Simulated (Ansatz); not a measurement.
# AsH3+ (doublet): correlated methods under varied settings at distance As1–H3 = 1.806 Å

Aim: run AsH3+ (doublet) at one geometry under a spread of methods and options, and see what each costs and gives.

Program: Ansatz 0.2.0, Gaussian basis. Level of theory: the settings change from run to run. These are calculated values, not measurements.

15 further runs of the same task are left out: 1 for a known fault of the program, 10 that didn't finish, 4 set aside as unsound or not needed.

## Step 1: The geometry

The geometry derives from a PBE0/def2-TZVP stationary point (not a proven minimum). One bond is set to the value named and the two fragments are kept rigid. No spin-orbit coupling is included. The filled d shell of As may be among the frozen orbitals whatever the setting's name suggests; the logs give the count.

4 atoms, charge 1, spin multiplicity 2.

Atoms are counted from 1 here; the program's logs count them from 0.

Bond lengths: As1–H2 1.497 Å, As1–H4 1.497 Å. Angles: H2–As1–H4 112.5°.

## Step 2: MRCISD+Q(relaxed)(3,3)/6-31G

Input file in.yaml:

```yaml
crystal:
  periodic: [false, false, false]
  atoms:
    - {symbol: As, position_ang: [0.002008, -0.003320, -0.017295]}
    - {symbol: H, position_ang: [1.438120, 0.010443, 0.404827]}
    - {symbol: H, position_ang: [-0.880848, 1.490956, 0.482044]}
    - {symbol: H, position_ang: [-0.706517, -1.254614, 0.398697]}
basis:
  gaussian: {orbitals: 6-31G}
total_charge: 1
magnetization: {spin_polarized: false, initial_magnetization: 1}
correlation: {method: fic_mrcisd_q_relaxed, electrons: outside_noble_gas, active_space: {window: {electrons: 3, orbitals: 3}}}
```

The run is started by

```console
$ ansatz run in.yaml --threads 1 --pin off --events-out ev --progress --plain --max-ram 2393MiB
```

Log:

```text
Functional definition: HF
  name "HF"
  cite "Fock, Z. Phys. 61, 126 (1930) doi:10.1007/BF01340294"
  parent pbe
  exchange = exact_x
  correlation = 0
346 factors; integrals over basis functions are off by at most 4.4e-4 eV
mean field evaluation 1: about -60822.9728 eV, gradient 8.0e0 eV
mean field evaluation 2: about -60823.0104 eV, gradient 8.1e0 eV
mean field evaluation 4: about -60823.3159 eV, gradient 1.1e0 eV
mean field evaluation 8: about -60823.3183 eV, gradient 1.9e-4 eV
mean field -60823.31826999 eV, -2235.2157188962 hartree, gradient 8.5e-7 eV, S^2 0.750000; 0 other end points of the search recorded, 0 dependent functions left out
reference -60823.31826999 eV, -2235.2157188962 hartree; 18, 17 occupied and 17, 18 virtual orbitals, 346 factors
state -60823.97521189 eV, -2235.2398610658 hartree
contracted CI cycle   1: correlation -0.00000000 eV, -0.0000000000 hartree, residual 8.92e0 eV
contracted CI cycle   2: correlation -1.46041921 eV, -0.0536694159 hartree, residual 1.88e0 eV
contracted CI cycle   3: correlation -1.52823867 eV, -0.0561617351 hartree, residual 4.95e-1 eV
contracted CI cycle   4: correlation -1.53312234 eV, -0.0563412069 hartree, residual 1.75e-1 eV
contracted CI cycle   5: correlation -1.53374940 eV, -0.0563642510 hartree, residual 5.82e-2 eV
contracted CI cycle   6: correlation -1.53383304 eV, -0.0563673247 hartree, residual 2.18e-2 eV
contracted CI cycle   7: correlation -1.53384502 eV, -0.0563677650 hartree, residual 7.18e-3 eV
contracted CI cycle   8: correlation -1.53384616 eV, -0.0563678066 hartree, residual 2.09e-3 eV
contracted CI cycle   9: correlation -1.53384626 eV, -0.0563678105 hartree, residual 7.66e-4 eV
state -60823.97521189 eV, -2235.2398610658 hartree; corrected -60825.57128939 eV, -2235.2985158322 hartree
Total energy: -60825.57128939 eV, -2235.2985158322 hartree
```

Wall time 0.57 s (1 thread of Arm Neoverse V2, shared host).

From the report: 9 determinants; active occupations 1.94, 1.00, 0.06.

## Step 3: HF/cc-pVDZ

Input file in.yaml:

```yaml
crystal:
  periodic: [false, false, false]
  atoms:
    - {symbol: As, position_ang: [0.002008, -0.003320, -0.017295]}
    - {symbol: H, position_ang: [1.438120, 0.010443, 0.404827]}
    - {symbol: H, position_ang: [-0.880848, 1.490956, 0.482044]}
    - {symbol: H, position_ang: [-0.706517, -1.254614, 0.398697]}
basis:
  gaussian: {orbitals: cc-pVDZ}
total_charge: 1
magnetization: {spin_polarized: true, initial_magnetization: 1}
hamiltonian: {xc: hf}
scf: {lower_state_search: full}
output: {orbitals: {seedname: orbitals}}
```

The command is unchanged.

Log:

```text
Functional definition: HF
  name "HF"
  cite "Fock, Z. Phys. 61, 126 (1930) doi:10.1007/BF01340294"
  parent pbe
  exchange = exact_x
  correlation = 0
459 factors; integrals over basis functions are off by at most 1.5e-3 eV
mean field evaluation 1: about -60832.1162 eV, gradient 6.8e0 eV
mean field evaluation 2: about -60832.1203 eV, gradient 6.8e0 eV
mean field evaluation 4: about -60832.6175 eV, gradient 6.4e-1 eV
mean field evaluation 8: about -60832.6244 eV, gradient 1.7e-3 eV
mean field evaluation 16: about -60831.5555 eV, gradient 5.5e0 eV
mean field evaluation 32: about -60832.2133 eV, gradient 2.9e0 eV
mean field -60832.62441983 eV, -2235.5577135951 hartree, gradient 2.2e-5 eV, S^2 0.754841; 3 other end points of the search recorded, 0 dependent functions left out
reference -60832.62441983 eV, -2235.5577135951 hartree; 18, 17 occupied and 24, 25 virtual orbitals, 459 factors
Total energy: -60832.62441983 eV, -2235.5577135951 hartree
```

It took 0.57 s on 1 thread of Arm Neoverse V2, shared host.

From the report: ⟨S²⟩ of the determinant 0.755 (pure doublet: 0.75).

## Step 4: CISD/cc-pVDZ

in.yaml, as its differences from that of step 3:

```diff
@@ -10,5 +10,4 @@
 total_charge: 1
-magnetization: {spin_polarized: true, initial_magnetization: 1}
-hamiltonian: {xc: hf}
-scf: {lower_state_search: full}
-output: {orbitals: {seedname: orbitals}}
+magnetization: {spin_polarized: false, initial_magnetization: 1}
+correlation: {active_space: {ras: {orbitals: [3, 1, 24], electrons: 7, max_holes: 2, max_particles: 2}, fixed_orbitals: true}}
+scf: {lower_state_search: off}
```

Launched as before.

Log:

```text
Functional definition: HF
  name "HF"
  cite "Fock, Z. Phys. 61, 126 (1930) doi:10.1007/BF01340294"
  parent pbe
  exchange = exact_x
  correlation = 0
these checks for a lower state are left out or cut short: stability, starts, cluster_reference, orbital_swaps, neighbouring_geometries, increment
459 factors; integrals over basis functions are off by at most 1.5e-3 eV
mean field evaluation 1: about -60832.1107 eV, gradient 8.4e0 eV
mean field evaluation 2: about -60832.1146 eV, gradient 8.4e0 eV
mean field evaluation 4: about -60832.5635 eV, gradient 6.4e-1 eV
mean field evaluation 8: about -60832.5678 eV, gradient 2.8e-4 eV
mean field -60832.56779389 eV, -2235.5556326302 hartree, gradient 1.3e-6 eV, S^2 0.750000; 0 other end points of the search recorded, 0 dependent functions left out
reference -60832.56779389 eV, -2235.5556326302 hartree; 18, 17 occupied and 24, 25 virtual orbitals, 459 factors
state -60835.91562530 eV, -2235.6786631650 hartree
Total energy: -60835.91562530 eV, -2235.6786631650 hartree
Checks for a lower state left out: stability, starts, cluster_reference, orbital_swaps, neighbouring_geometries, increment
```

It took 0.54 s on 1 thread of Arm Neoverse V2, shared host.

From the report: 7,101 determinants.

## Step 5: CCSD(T) on UHF/STO-3G

Input file in.yaml:

```yaml
crystal:
  periodic: [false, false, false]
  atoms:
    - {symbol: As, position_ang: [0.002008, -0.003320, -0.017295]}
    - {symbol: H, position_ang: [1.438120, 0.010443, 0.404827]}
    - {symbol: H, position_ang: [-0.880848, 1.490956, 0.482044]}
    - {symbol: H, position_ang: [-0.706517, -1.254614, 0.398697]}
basis:
  gaussian: {orbitals: STO-3G}
total_charge: 1
magnetization: {spin_polarized: true, initial_magnetization: 1}
correlation: {method: ccsd_t, electrons: outside_noble_gas, diis_vectors: 12}
output: {forces: true}
```

Same command.

Log (excerpt; [...] marks lines left out):

```text
Functional definition: HF
  name "HF"
  cite "Fock, Z. Phys. 61, 126 (1930) doi:10.1007/BF01340294"
  parent pbe
[...]
213 factors; integrals over basis functions are off by at most 3.0e-5 eV
[...]
mean field -60157.14024662 eV, -2210.7341280891 hartree, gradient 1.9e-6 eV, S^2 0.761591; 1 other end points of the search recorded, 0 dependent functions left out
14 core orbitals not correlated: weight in the atoms' cores, before any rotation towards them, 0.995 or more for the frozen orbitals, at most 0.002 for the correlated occupied ones
reference -60157.14024662 eV, -2210.7341280891 hartree; 4, 3 occupied and 3, 4 virtual orbitals, 213 factors
second order -1.03025282 eV of doubles, -0.00000000 eV of singles
cycle   1  -1.41146436 eV  change   -3.8e-1 eV  update   6.0e-2
[...]
cycle  12  -1.67924862 eV  change    9.2e-7 eV  update   5.0e-7
perturbative correction -0.01309898 eV, -0.0004813785 hartree
[...]
Total energy: -60158.83259422 eV, -2210.7963207164 hartree
Atom 0 at     0.002008    -0.003320    -0.017295 Å, force    -1.895679     3.209323     0.907862 eV/Å
Atom 1 at     1.438120     0.010443     0.404827 Å, force    -0.069317    -0.018530     0.058654 eV/Å
Atom 2 at    -0.880848     1.490956     0.482044 Å, force     1.915496    -3.242350    -1.025510 eV/Å
Atom 3 at    -0.706517    -1.254614     0.398697 Å, force     0.049500     0.051556     0.058994 eV/Å
Dipole moment:    -0.037136     0.062537     0.086593 e Å
```

It took 0.27 s on 1 thread of Arm Neoverse V2, shared host.

From the report: ⟨S²⟩ of the determinant 0.762 (pure doublet: 0.75); correlation -1.6923 eV; T1 0.009; largest double amplitude 0.13.

## Step 6: CCSD(T) on ROHF/6-31G

in.yaml, as its differences from that of step 5:

```diff
@@ -8,6 +8,6 @@
 basis:
-  gaussian: {orbitals: STO-3G}
+  gaussian: {orbitals: 6-31G, fitting: {mean_field: def2-universal-jkfit}}
 total_charge: 1
-magnetization: {spin_polarized: true, initial_magnetization: 1}
-correlation: {method: ccsd_t, electrons: outside_noble_gas, diis_vectors: 12}
+magnetization: {spin_polarized: false, initial_magnetization: 1}
+correlation: {method: ccsd_t, electrons: outside_noble_gas}
 output: {forces: true}
```

Launched as before.

Log (excerpt; [...] marks lines left out):

```text
Functional definition: HF
  name "HF"
  cite "Fock, Z. Phys. 61, 126 (1930) doi:10.1007/BF01340294"
  parent pbe
[...]
320 factors; integrals over basis functions are off by at most 1.4e-1 eV
[...]
mean field -60823.31549658 eV, -2235.2156169755 hartree, gradient 6.1e-7 eV, S^2 0.750000; 0 other end points of the search recorded, 0 dependent functions left out
[...]
14 core orbitals not correlated: weight in the atoms' cores, before any rotation towards them, 0.999 or more for the frozen orbitals, at most 0.000 for the correlated occupied ones
reference -60823.31549658 eV, -2235.2156169755 hartree; 4, 3 occupied and 17, 18 virtual orbitals, 320 factors
second order -1.54377885 eV of doubles, -0.01482067 eV of singles
cycle   1  -1.96137413 eV  change   -4.0e-1 eV  update   5.9e-2
[...]
cycle  12  -2.20123830 eV  change    3.1e-6 eV  update   1.3e-6
perturbative correction -0.03063242 eV, -0.0011257207 hartree
[...]
Total energy: -60825.54736731 eV, -2235.2976367117 hartree
Atom 0 at     0.002008    -0.003320    -0.017295 Å, force    -1.477092     2.501197     0.598427 eV/Å
Atom 1 at     1.438120     0.010443     0.404827 Å, force     0.272611     0.031591     0.080910 eV/Å
Atom 2 at    -0.880848     1.490956     0.482044 Å, force     1.364342    -2.309276    -0.759012 eV/Å
Atom 3 at    -0.706517    -1.254614     0.398697 Å, force    -0.159862    -0.223512     0.079674 eV/Å
Dipole moment:    -0.007598     0.012377     0.103905 e Å
```

Run time: 0.57 s. Hardware: 1 thread of Arm Neoverse V2, shared host.

From the report: correlation -2.2319 eV; T1 0.012; largest double amplitude 0.11.

## Step 7: MP2 on ROHF/def2-TZVP

in.yaml, as its differences from that of step 6:

```diff
@@ -8,6 +8,5 @@
 basis:
-  gaussian: {orbitals: 6-31G, fitting: {mean_field: def2-universal-jkfit}}
+  gaussian: {orbitals: def2-TZVP}
 total_charge: 1
 magnetization: {spin_polarized: false, initial_magnetization: 1}
-correlation: {method: ccsd_t, electrons: outside_noble_gas}
-output: {forces: true}
+correlation: {method: mp2, electrons: outside_noble_gas}
```

Same command.

Log:

```text
Functional definition: HF
  name "HF"
  cite "Fock, Z. Phys. 61, 126 (1930) doi:10.1007/BF01340294"
  parent pbe
  exchange = exact_x
  correlation = 0
476 factors; integrals over basis functions are off by at most 6.7e-4 eV
mean field evaluation 1: about -60832.8984 eV, gradient 9.7e0 eV
mean field evaluation 2: about -60832.8995 eV, gradient 9.7e0 eV
mean field evaluation 4: about -60833.4330 eV, gradient 1.7e0 eV
mean field evaluation 8: about -60833.4488 eV, gradient 8.7e-4 eV
mean field -60833.44875648 eV, -2235.5880074082 hartree, gradient 2.1e-6 eV, S^2 0.750000; 0 other end points of the search recorded, 0 dependent functions left out
mean field evaluation 16: about -60833.4953 eV, gradient 1.5e0 eV
14 core orbitals not correlated: weight in the atoms' cores, before any rotation towards them, 1.000 or more for the frozen orbitals, at most 0.000 for the correlated occupied ones
reference -60833.44875648 eV, -2235.5880074082 hartree; 4, 3 occupied and 48, 49 virtual orbitals, 476 factors
second order -3.20881378 eV of doubles, -0.04017819 eV of singles
Total energy: -60836.69774845 eV, -2235.7074056608 hartree
```

Run time: 0.54 s. Hardware: 1 thread of Arm Neoverse V2, shared host.

## Step 8: MRCISD+Q(1,2)/6-31G*

in.yaml, as its differences from that of step 7:

```diff
@@ -8,5 +8,5 @@
 basis:
-  gaussian: {orbitals: def2-TZVP}
+  gaussian: {orbitals: "6-31G*", fitting: {mean_field: def2-universal-jkfit}}
 total_charge: 1
 magnetization: {spin_polarized: false, initial_magnetization: 1}
-correlation: {method: mp2, electrons: outside_noble_gas}
+correlation: {method: fic_mrcisd_q, electrons: outside_noble_gas, active_space: {window: {electrons: 1, orbitals: 2}}}
```

Same command.

Log (excerpt; [...] marks lines left out):

```text
Functional definition: HF
  name "HF"
  cite "Fock, Z. Phys. 61, 126 (1930) doi:10.1007/BF01340294"
  parent pbe
[...]
320 factors; integrals over basis functions are off by at most 1.4e-1 eV
[...]
mean field -60825.21954427 eV, -2235.2855894372 hartree, gradient 1.1e-6 eV, S^2 0.750000; 0 other end points of the search recorded, 0 dependent functions left out
reference -60825.21954427 eV, -2235.2855894372 hartree; 18, 17 occupied and 23, 24 virtual orbitals, 320 factors
state -60825.21954427 eV, -2235.2855894372 hartree
contracted CI cycle   1: correlation 0.00000000 eV, 0.0000000000 hartree, residual 1.18e1 eV
contracted CI cycle   2: correlation -2.74392446 eV, -0.1008373641 hartree, residual 2.13e0 eV
contracted CI cycle   3: correlation -2.86608326 eV, -0.1053266170 hartree, residual 6.59e-1 eV
contracted CI cycle   4: correlation -2.87575383 eV, -0.1056820041 hartree, residual 1.71e-1 eV
contracted CI cycle   5: correlation -2.87641997 eV, -0.1057064842 hartree, residual 5.68e-2 eV
contracted CI cycle   6: correlation -2.87648665 eV, -0.1057089345 hartree, residual 1.80e-2 eV
contracted CI cycle   7: correlation -2.87649451 eV, -0.1057092234 hartree, residual 6.23e-3 eV
contracted CI cycle   8: correlation -2.87649559 eV, -0.1057092632 hartree, residual 2.45e-3 eV
contracted CI cycle   9: correlation -2.87649575 eV, -0.1057092689 hartree, residual 9.37e-4 eV
state -60825.21954427 eV, -2235.2855894372 hartree; corrected -60828.31062845 eV, -2235.3991846856 hartree
WARN: 1 active orbitals are nearly empty or full. The corrections depend on them more than the energy does, and are more stable in an active space without them
Total energy: -60828.31062845 eV, -2235.3991846856 hartree
```

It took 0.63 s on 1 thread of Arm Neoverse V2, shared host.

From the report: 2 determinants; active occupations 1.00, 0.00. The report marks this result as in doubt.

## Step 9: CCSD on ROHF/def2-TZVP

Input file in.yaml:

```yaml
crystal:
  periodic: [false, false, false]
  atoms:
    - {symbol: As, position_ang: [0.002008, -0.003320, -0.017295]}
    - {symbol: H, position_ang: [1.438120, 0.010443, 0.404827]}
    - {symbol: H, position_ang: [-0.880848, 1.490956, 0.482044]}
    - {symbol: H, position_ang: [-0.706517, -1.254614, 0.398697]}
basis:
  gaussian: {orbitals: def2-TZVP}
total_charge: 1
magnetization: {spin_polarized: false, initial_magnetization: 1}
correlation: {method: ccsd, electrons: outside_noble_gas}
accuracy: high
```

Launched as before.

Log (excerpt; [...] marks lines left out):

```text
Functional definition: HF
  name "HF"
  cite "Fock, Z. Phys. 61, 126 (1930) doi:10.1007/BF01340294"
  parent pbe
[...]
1038 factors; integrals over basis functions are off by at most 4.7e-9 eV
[...]
mean field -60833.44877326 eV, -2235.5880080248 hartree, gradient 1.7e-8 eV, S^2 0.750000; 0 other end points of the search recorded, 0 dependent functions left out
14 core orbitals not correlated: weight in the atoms' cores, before any rotation towards them, 1.000 or more for the frozen orbitals, at most 0.000 for the correlated occupied ones
reference -60833.44877326 eV, -2235.5880080248 hartree; 4, 3 occupied and 48, 49 virtual orbitals, 1038 factors
second order -3.20884395 eV of doubles, -0.04017819 eV of singles
cycle   1  -3.77426472 eV  change   -5.2e-1 eV  update   5.8e-2
[...]
cycle  24  -4.00067638 eV  change  -2.1e-10 eV  update  5.9e-10
Total energy: -60837.44944964 eV, -2235.7350301698 hartree
```

It took 2.4 s on 1 thread of Arm Neoverse V2, shared host; peak memory 0.26 GiB.

From the report: correlation -4.0007 eV; T1 0.018; largest double amplitude 0.08.

## Step 10: CISD/x2c-TZVPPall

in.yaml, as its differences from that of step 9:

```diff
@@ -8,6 +8,7 @@
 basis:
-  gaussian: {orbitals: def2-TZVP}
+  gaussian: {orbitals: x2c-TZVPPall}
 total_charge: 1
 magnetization: {spin_polarized: false, initial_magnetization: 1}
-correlation: {method: ccsd, electrons: outside_noble_gas}
+correlation: {active_space: {ras: {orbitals: [3, 1, 72], electrons: 7, max_holes: 2, max_particles: 2}, fixed_orbitals: true}}
 accuracy: high
+scf: {lower_state_search: off}
```

The command is unchanged.

Log:

```text
Functional definition: HF
  name "HF"
  cite "Fock, Z. Phys. 61, 126 (1930) doi:10.1007/BF01340294"
  parent pbe
  exchange = exact_x
  correlation = 0
these checks for a lower state are left out or cut short: stability, starts, cluster_reference, orbital_swaps, neighbouring_geometries, increment
1417 factors; integrals over basis functions are off by at most 4.5e-9 eV
mean field evaluation 1: about -61508.3533 eV, gradient 1.0e1 eV
mean field evaluation 2: about -61508.3559 eV, gradient 1.0e1 eV
mean field evaluation 4: about -61508.8863 eV, gradient 1.8e0 eV
mean field evaluation 8: about -61508.9027 eV, gradient 9.3e-4 eV
mean field -61508.90273273 eV, -2260.4104831961 hartree, gradient 9.0e-8 eV, S^2 0.750000; 0 other end points of the search recorded, 0 dependent functions left out
reference -61508.90273273 eV, -2260.4104831961 hartree; 18, 17 occupied and 72, 73 virtual orbitals, 1417 factors
state -61512.88094090 eV, -2260.5566796499 hartree
Total energy: -61512.88094090 eV, -2260.5566796499 hartree
Relativity: scalar
Checks for a lower state left out: stability, starts, cluster_reference, orbital_swaps, neighbouring_geometries, increment
```

Wall time 5 s (1 thread of Arm Neoverse V2, shared host); peak memory 0.29 GiB.

From the report: 62,805 determinants.

## Step 11: The runs in one table

Where basis and cores are those of an earlier FCI/6-31G run (-60825.5626 eV), and the state is the same kind, the miss against it is given. † marks a result that the program doubts.

```tsv
level	correlated	functions	energy (eV)	from FCI (meV)	time
MRCISD+Q(relaxed)(3,3)/6-31G	outside noble gas	35	-60825.5713	-8.7	0.57 s
HF/cc-pVDZ		42	-60832.6244		0.57 s
CISD/cc-pVDZ	outside noble gas	42	-60835.9156		0.54 s
CCSD(T) on UHF/STO-3G	outside noble gas	21	-60158.8326		0.27 s
CCSD(T) on ROHF/6-31G	outside noble gas	35	-60825.5474	15.3	0.57 s
MP2 on ROHF/def2-TZVP	outside noble gas	66	-60836.6977		0.54 s
MRCISD+Q(1,2)/6-31G* †	outside noble gas	41	-60828.3106		0.63 s
CCSD on ROHF/def2-TZVP	outside noble gas	66	-60837.4494		2.4 s
CISD/x2c-TZVPPall	outside noble gas	90	-61512.8809		5 s
```

## Step 12: Summary of results

| quantity | value |
| --- | --- |
| runs | 9 |
| quickest | CCSD(T) on UHF/STO-3G, 0.27 s |
| slowest | CISD/x2c-TZVPPall, 5 s |

What this shows: Total energies in different bases, with other cores or another treatment of relativity can't be set against each other. CISD/x2c-TZVPPall took 18 times as long as CCSD(T) on UHF/STO-3G; the jobs differ in more than the method. Among the correlated runs with a miss given, it spans -9 to +15 meV.
